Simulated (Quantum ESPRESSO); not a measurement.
# Cu (Im-3m) in Quantum ESPRESSO: single point with PBEsol

Aim: the single point of Cu with PBEsol.

Everything below comes from runs of Quantum ESPRESSO 7.5. Logs are shortened: lines on timing, memory, paths and dates and some standing lists are left out, and cuts for length are marked.

## Step 1: The structure

It takes space group Im-3m (No. 229, cubic). Conventional cell: a = 3.280 Å, b = 3.280 Å, c = 3.280 Å, α = 90.00°, β = 90.00°, γ = 90.00°. Around Cu (site symmetry m-3m) lie 8 Cu at 2.84 Å.

The cell was built by a generator and needn't be a form met in nature.

## Step 2: Single point, PBEsol

File pw.in:

```
&CONTROL
  calculation = 'scf'
  prefix = 'pwscf'
  outdir = './tmp'
  pseudo_dir = './pseudo'
  tprnfor = .true.
  tstress = .true.
  disk_io = 'nowf'
/
&SYSTEM
  ibrav = 0
  nat = 1
  ntyp = 1
  ecutwfc = 56
  ecutrho = 448
  nbnd = 16
  occupations = 'smearing'
  smearing = 'mp'
  degauss = 0.00734986
/
&ELECTRONS
  conv_thr = 2d-10
  electron_maxstep = 120
  mixing_beta = 0.5
/
ATOMIC_SPECIES
Cu    63.5460 cu_pbesol_v1.2.uspp.F.UPF
CELL_PARAMETERS angstrom
   1.6400000000    2.3193102423    0.0000000000
  -1.6400000000    2.3193102423    0.0000000000
   0.0000000000    2.3193102423    2.3190000000
ATOMIC_POSITIONS crystal
Cu     0.0000000000    0.0000000000    0.0000000000
K_POINTS automatic
16 16 16 0 0 0
```

Potentials or basis: GBRV 1.5 PBEsol.

The run is started by

```bash
> OMP_NUM_THREADS=1 pw.x -in pw.in > pw.out
```

pw.out:

```text
This program is part of the open-source Quantum ESPRESSO suite
     for quantum simulation of materials; please cite
[... 9 lines left out ...]
     --------------------
     sticks:   dense  smooth     PW     G-vecs:    dense   smooth      PW
     Sum         969     483    173                19069     6699    1481

     Using Slab Decomposition

     bravais-lattice index     =            0
     lattice parameter (alat)  =       5.3679  a.u.
     unit-cell volume          =     119.0502 (a.u.)^3
     number of atoms/cell      =            1
     number of atomic types    =            1
     number of electrons       =        19.00
     number of Kohn-Sham states=           16
     kinetic-energy cutoff     =      56.0000  Ry
     charge density cutoff     =     448.0000  Ry
     scf convergence threshold =      2.0E-10
     mixing beta               =       0.5000
     number of iterations used =            8  plain     mixing
     Exchange-correlation= SLA  PW   PSX  PSC
                           (   1   4  10   8   0   0   0)

     celldm(1)=   5.367887  celldm(2)=   0.000000  celldm(3)=   0.000000
     celldm(4)=   0.000000  celldm(5)=   0.000000  celldm(6)=   0.000000

     crystal axes: (cart. coord. in units of alat)
               a(1) = (   0.577350   0.816497   0.000000 )
               a(2) = (  -0.577350   0.816497   0.000000 )
               a(3) = (   0.000000   0.816497   0.816387 )

     reciprocal axes: (cart. coord. in units 2 pi/alat)
               b(1) = (  0.866025  0.612372 -0.612454 )
               b(2) = ( -0.866025  0.612372 -0.612454 )
               b(3) = (  0.000000 -0.000000  1.224909 )

     PseudoPot. # 1 for Cu read from file:
     cu_pbesol_v1.2.uspp.F.UPF
     Pseudo is Ultrasoft + core correction, Zval = 19.0
     Generated by new atomic code, or converted to UPF format
     Using radial grid of  867 points,  6 beta functions with:
                l(1) =   0
                l(2) =   0
                l(3) =   1
                l(4) =   1
                l(5) =   2
                l(6) =   2
     Q(r) pseudized with  8 coefficients,  rinner =    1.150   1.150   1.150
                                                       1.150   1.150

     atomic species   valence    mass     pseudopotential
     Cu               19.00    63.54600     Cu( 1.00)

      8 Sym. Ops., with inversion, found

   Cartesian axes

     site n.     atom                  positions (alat units)
         1        Cu     tau(   1) = (   0.0000000   0.0000000   0.0000000  )

     number of k points=   621  Methfessel-Paxton smearing, width (Ry)=  0.0073

     Number of k-points >= 100: set verbosity='high' to print them.

     Dense  grid:    19069 G-vectors     FFT dimensions: (  40,  40,  45)

     Smooth grid:     6699 G-vectors     FFT dimensions: (  25,  25,  30)

     Check: negative core charge=   -0.000002

     Initial potential from superposition of free atoms

     starting charge      18.0000, renormalised to      19.0000
     Starting wfcs are   13 randomized atomic wfcs +    3 random wfcs

     Self-consistent Calculation

     iteration #  1     ecut=    56.00 Ry     beta= 0.50
     Davidson diagonalization with overlap
     ethr =  1.00E-02,  avg # of iterations =  6.1

     total energy              =    -399.25500208 Ry
     estimated scf accuracy    <       7.69644735 Ry

     iteration #  2     ecut=    56.00 Ry     beta= 0.50
     Davidson diagonalization with overlap
     ethr =  1.00E-02,  avg # of iterations =  3.0

     total energy              =    -402.98359744 Ry
     estimated scf accuracy    <       8.81327666 Ry

     iteration #  3     ecut=    56.00 Ry     beta= 0.50
     Davidson diagonalization with overlap
     ethr =  1.00E-02,  avg # of iterations =  2.0

     total energy              =    -403.48892378 Ry
     estimated scf accuracy    <       1.15143676 Ry

     iteration #  4     ecut=    56.00 Ry     beta= 0.50
     Davidson diagonalization with overlap
     ethr =  6.06E-03,  avg # of iterations =  1.0

     total energy              =    -403.50206969 Ry
     estimated scf accuracy    <       0.37599618 Ry

     iteration #  5     ecut=    56.00 Ry     beta= 0.50
     Davidson diagonalization with overlap
     ethr =  1.98E-03,  avg # of iterations =  1.1
[... 11 lines left out ...]
     iteration #  7     ecut=    56.00 Ry     beta= 0.50
     Davidson diagonalization with overlap
     ethr =  3.37E-04,  avg # of iterations =  1.1

     total energy              =    -403.46341374 Ry
     estimated scf accuracy    <       0.06668888 Ry

     iteration #  8     ecut=    56.00 Ry     beta= 0.50
     Davidson diagonalization with overlap
     ethr =  3.37E-04,  avg # of iterations =  1.0

     total energy              =    -403.45233700 Ry
     estimated scf accuracy    <       0.04550953 Ry

     iteration #  9     ecut=    56.00 Ry     beta= 0.50
     Davidson diagonalization with overlap
     ethr =  2.40E-04,  avg # of iterations =  1.0

     total energy              =    -403.45686920 Ry
     estimated scf accuracy    <       0.00091376 Ry

     iteration # 10     ecut=    56.00 Ry     beta= 0.50
     Davidson diagonalization with overlap
     c_bands:  1 eigenvalues not converged
     c_bands:  1 eigenvalues not converged
     ethr =  4.81E-06,  avg # of iterations =  2.5

     total energy              =    -403.45698745 Ry
     estimated scf accuracy    <       0.00180695 Ry

     iteration # 11     ecut=    56.00 Ry     beta= 0.50
     Davidson diagonalization with overlap
     ethr =  4.81E-06,  avg # of iterations =  1.0

     total energy              =    -403.45687568 Ry
     estimated scf accuracy    <       0.00173916 Ry

     iteration # 12     ecut=    56.00 Ry     beta= 0.50
     Davidson diagonalization with overlap
     ethr =  4.81E-06,  avg # of iterations =  1.0

     total energy              =    -403.45673563 Ry
     estimated scf accuracy    <       0.00126851 Ry

     iteration # 13     ecut=    56.00 Ry     beta= 0.50
     Davidson diagonalization with overlap
     ethr =  4.81E-06,  avg # of iterations =  1.0

     total energy              =    -403.45658772 Ry
     estimated scf accuracy    <       0.00072792 Ry

     iteration # 14     ecut=    56.00 Ry     beta= 0.50
     Davidson diagonalization with overlap
     ethr =  3.83E-06,  avg # of iterations =  1.0

     total energy              =    -403.45671410 Ry
     estimated scf accuracy    <       0.00006293 Ry
[... 26 lines left out ...]
     total energy              =    -403.45672201 Ry
     estimated scf accuracy    <       0.00000017 Ry

     iteration # 19     ecut=    56.00 Ry     beta= 0.50
     Davidson diagonalization with overlap
     ethr =  8.98E-10,  avg # of iterations =  1.0

     total energy              =    -403.45672199 Ry
     estimated scf accuracy    <       0.00000010 Ry

     iteration # 20     ecut=    56.00 Ry     beta= 0.50
     Davidson diagonalization with overlap
     ethr =  5.40E-10,  avg # of iterations =  1.0

     total energy              =    -403.45672199 Ry
     estimated scf accuracy    <       0.00000003 Ry

     iteration # 21     ecut=    56.00 Ry     beta= 0.50
     Davidson diagonalization with overlap
     ethr =  1.65E-10,  avg # of iterations =  1.1

     End of self-consistent calculation

     Number of k-points >= 100: set verbosity='high' to print the bands.

     the Fermi energy is     9.0829 ev

!    total energy              =    -403.45672199 Ry
     estimated scf accuracy    <          4.4E-11 Ry
     smearing contrib. (-TS)   =       0.00003598 Ry
     internal energy E=F+TS    =    -403.45675798 Ry

     The total energy is F=E-TS. E is the sum of the following terms:
     one-electron contribution =    -320.53606628 Ry
     hartree contribution      =     167.30591183 Ry
     xc contribution           =     -38.26179083 Ry
     ewald contribution        =    -211.96481269 Ry

     convergence has been achieved in  21 iterations

     Forces acting on atoms (cartesian axes, Ry/au):

     atom    1 type  1   force =     0.00000000    0.00000000    0.00000000

     Total force =     0.000000     Total SCF correction =     0.000000

     Computing stress (Cartesian axis) and pressure

          total   stress  (Ry/bohr**3)                   (kbar)     P=     -239.87
  -0.00163056  -0.00000000   0.00000000         -239.86       -0.00        0.00
   0.00000000  -0.00163072   0.00000000            0.00     -239.89        0.00
  -0.00000000   0.00000000  -0.00163051           -0.00        0.00     -239.86

=------------------------------------------------------------------------------=
   JOB DONE.
=------------------------------------------------------------------------------=
```

Wall time 1.7 min (1 thread of Intel Xeon 6975P-C (Granite Rapids), shared host); peak memory 0.23 GiB.

What came out:

```yaml
Free_energy: -5489.3083 eV
Pressure: -24.0 GPa
Band_gap_on_the_k_mesh: none (metal or under the smearing width)
```

Caveat: so large a pressure means that the cell lies far from this level's equilibrium, or that cutoff or potentials fall short.
